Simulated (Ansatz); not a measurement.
# CH₆SSn (built from SMILES [CH3][SnH2][SH]): search for a transition state

Aim: find the saddle point of a 1,2-elimination that is to form S2–H4 and break Sn1–S2, C3–H4, prove it by its vibrations, and relax downhill on both sides to see what it joins.

Computed with Ansatz 0.2.0, Gaussian basis. Level: PBE0-D4, def2-SVP first, then def2-TZVP.

105 further runs of the same task are left out: 105 set aside as unsound or not needed.

## 1. Starting geometry

The guess: 9 atoms, charge 0, spin multiplicity 1.

Atoms are counted from 1 here; the program's logs count them from 0.

Bond lengths: Sn1–S2 2.729 Å, Sn1–C3 2.139 Å, Sn1–H5 1.766 Å, Sn1–H6 1.748 Å, S2–H4 1.471 Å, S2–H7 1.322 Å, C3–H8 1.097 Å, C3–H9 1.096 Å. Angles: S2–Sn1–C3 75.9°, S2–Sn1–H5 97.8°, S2–Sn1–H6 94.4°, C3–Sn1–H5 141.4°, C3–Sn1–H6 120.0°, H5–Sn1–H6 98.2°, Sn1–S2–H4 67.0°, Sn1–S2–H7 95.3°, H4–S2–H7 90.9°, Sn1–C3–H8 107.5°, Sn1–C3–H9 108.6°, H8–C3–H9 106.1°.

Coordinates:

```mol
CH6SSn
  3D, bonds by distance, orders not assigned

  9  8  0  0  0  0  0  0  0  0999 V2000
   -0.9015    0.6510   -0.2601 Sn  0  0
    1.1569   -0.7172   -1.4172 S   0  0
   -0.1303   -0.5667    1.3203 C   0  0
    1.0227   -0.9897    0.0220 H   0  0
   -2.0234    0.5968   -1.6235 H   0  0
   -0.2066    2.2241   -0.5705 H   0  0
    2.0696    0.2086   -1.1771 H   0  0
   -0.8169   -1.4126    1.4514 H   0  0
   -0.1704    0.0057    2.2546 H   0  0
  1  2  8  0
  1  3  8  0
  1  5  8  0
  1  6  8  0
  2  4  8  0
  2  7  8  0
  3  8  8  0
  3  9  8  0
M  END
```

Distances that are to change: S2–H4 1.47 Å, Sn1–S2 2.73 Å, C3–H4 1.79 Å.

## 2. Relaxing the guess with the reacting distances held

File hold/in.yaml:

```yaml
crystal:
  periodic: [false, false, false]
  atoms:
    - {symbol: Sn, position_ang: [-0.901500, 0.651000, -0.260100]}
    - {symbol: S, position_ang: [1.156900, -0.717200, -1.417200]}
    - {symbol: C, position_ang: [-0.130300, -0.566700, 1.320300]}
    - {symbol: H, position_ang: [1.022700, -0.989700, 0.022000]}
    - {symbol: H, position_ang: [-2.023400, 0.596800, -1.623500]}
    - {symbol: H, position_ang: [-0.206600, 2.224100, -0.570500]}
    - {symbol: H, position_ang: [2.069600, 0.208600, -1.177100]}
    - {symbol: H, position_ang: [-0.816900, -1.412600, 1.451400]}
    - {symbol: H, position_ang: [-0.170400, 0.005700, 2.254600]}
basis:
  gaussian: {orbitals: def2-SVP}
hamiltonian: {xc: pbe0, dispersion: d4}
relax: {f_tol: 0.04, max_steps: 150, escape_saddle: false, constraints: [{distance: [1, 3]}, {distance: [0, 1]}, {distance: [2, 3]}]}
```

On the command line:

```bash
> ansatz run in.yaml --threads 4 --pin off --events-out ev --progress --plain --max-ram 9574MiB
```

Further steps of the session: Force constants to start from; Saddle search in the small basis; Saddle search in triple zeta; Checking the order of the point; Relaxing after a step of 0.30 Å one way along the mode; Relaxing after a step of 0.30 Å the other way along the mode.

Before running it: what results should come out? Wanted: imaginary mode; barrier from the start side; barrier from the end side; energy of the step; pairs that change; zero-point energy at the saddle.

**Answer**, as computed:

```
                       quantity                                      value
                 imaginary mode                                  426i cm⁻¹
    barrier from the start side                              72.5 kcal/mol
      barrier from the end side                               4.7 kcal/mol
             energy of the step                             +67.7 kcal/mol
              pairs that change  S2–H4 formed, Sn1–S2 broken, C3–H4 broken
zero-point energy at the saddle                                   1.423 eV
```

**Reading.** The point has a single imaginary mode (426i cm⁻¹), as a transition state must. It joins the planned start and end. At PBE0-D4/def2-TZVP the electronic barrier is 72.5 kcal/mol, about 122 kT at 298 K, and the step runs 67.7 kcal/mol uphill. A step off the saddle overshot and began above it in energy, so the link to its end is likely but not proven.
